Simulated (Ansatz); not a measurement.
**CH3Br (triplet): from Hartree-Fock to the top rungs at distance Br1–H2 along a hydrogen transfer = 1.574 Å, cc-pVDZ**

Aim: climb from Hartree-Fock through coupled cluster and multireference methods for CH3Br (triplet) at one geometry and basis, and see what each rung misses.

Computed with Ansatz 0.2.0, Gaussian basis. Level: cc-pVDZ, core rule «outside noble gas», up to 15 orbitals frozen.

To be run: UHF; CCSD(T) on ROHF; CCSD(T) on UHF; BCCD(T) on ROHF; CISD; CCSDT(Q) on ROHF; CCSDT(Q) on UHF; CASSCF and MRCISD+Q, 4 electrons in 4 orbitals; CASSCF and NEVPT2, 4 electrons in 4 orbitals; CASSCF and MRCISD+Q, 14 electrons in 11 orbitals; CASSCF and NEVPT2, 14 electrons in 11 orbitals.

8 further runs of the same task are left out: 2 for a mislabelled method, 5 that didn't finish, 1 set aside as unsound or not needed.

## Step 1: The geometry

The geometry derives from fragments relaxed apart (PBE0/def2-TZVP) and kept rigid, so it is no stationary point. A hydrogen atom is moved between rigid fragments. No spin-orbit coupling is included. The filled d shell of Br may be among the frozen orbitals whatever the setting's name suggests; the logs give the count.

5 atoms, charge 0, spin multiplicity 3.

Atoms are counted from 1 here; the program's logs count them from 0.

Bond lengths: Br1–H2 1.574 Å, H2–C3 1.295 Å, C3–H4 1.079 Å, C3–H5 1.079 Å. Angles: Br1–H2–C3 180.0°, H2–C3–H4 112.6°, H2–C3–H5 112.6°, H4–C3–H5 134.8°.

## Step 2: UHF

File in.yaml:

```yaml
crystal:
  periodic: [false, false, false]
  atoms:
    - {symbol: Br, position_ang: [-0.449388, 0.000000, 0.000000]}
    - {symbol: H, position_ang: [1.124612, 0.000000, 0.000000]}
    - {symbol: C, position_ang: [2.419612, 0.000000, 0.000000]}
    - {symbol: H, position_ang: [2.834080, 0.000000, 0.996161]}
    - {symbol: H, position_ang: [2.834080, 0.000000, -0.996161]}
basis:
  gaussian: {orbitals: cc-pVDZ}
magnetization: {spin_polarized: true, initial_magnetization: 2}
hamiltonian: {xc: hf}
output: {orbitals: {seedname: orbitals}}
```

Run with:

```sh
ansatz run in.yaml --threads 1 --pin off --events-out ev --progress --plain --max-ram 2393MiB
```

Further steps of the session: CCSD(T) on ROHF; CCSD(T) on UHF; BCCD(T) on ROHF; CISD; CCSDT(Q) on ROHF; CCSDT(Q) on UHF; CASSCF and MRCISD+Q, 4 electrons in 4 orbitals; CASSCF and NEVPT2, 4 electrons in 4 orbitals; CASSCF and MRCISD+Q, 14 electrons in 11 orbitals; CASSCF and NEVPT2, 14 electrons in 11 orbitals.

**Question.** What will the summary of the whole plan be? Wanted: UCCSDT(Q) below the RHF energy; RMP2 from UCCSDT(Q); UMP2 from UCCSDT(Q); RCCSD from UCCSDT(Q); RCCSD(T) from UCCSDT(Q); UCCSD(T) from UCCSDT(Q); RCCSDT(Q) from UCCSDT(Q); MRCISD+Q pair from UCCSDT(Q); NEVPT2 valence from UCCSDT(Q).

As calculated:

| quantity | value |
| --- | --- |
| UCCSDT(Q) below the RHF energy | -7.8812 eV |
| RMP2 from UCCSDT(Q) | +1058.8 meV |
| UMP2 from UCCSDT(Q) | +1141.9 meV |
| RCCSD from UCCSDT(Q) | +186.5 meV |
| RCCSD(T) from UCCSDT(Q) | +32.0 meV |
| UCCSD(T) from UCCSDT(Q) | +31.7 meV |
| RCCSDT(Q) from UCCSDT(Q) | +1.6 meV |
| MRCISD+Q pair from UCCSDT(Q) | +62.0 meV |
| NEVPT2 valence from UCCSDT(Q) | +1318.8 meV |
| MRCISD+Q valence from UCCSDT(Q) | +33.8 meV |
| levels within 1 kcal/mol (43 meV) | RCCSD(T), UCCSD(T), BCCD(T), RCCSDT, UCCSDT, RCCSDT(Q), MRCISD+Q valence |
| T1 diagnostic | 0.021 |
| effectively unpaired electrons | 2.02 |

What this shows: RCCSD(T) lands +32.0 meV from the yardstick (0.4 % of the correlation energy). One determinant dominates. Of the multireference levels listed MRCISD+Q valence comes nearest in total energy (+33.8 meV), which doesn't show that its space is the better one. These misses are within one basis, not against nature; the frozen cores of restricted and unrestricted runs differ, which can shift their rows.
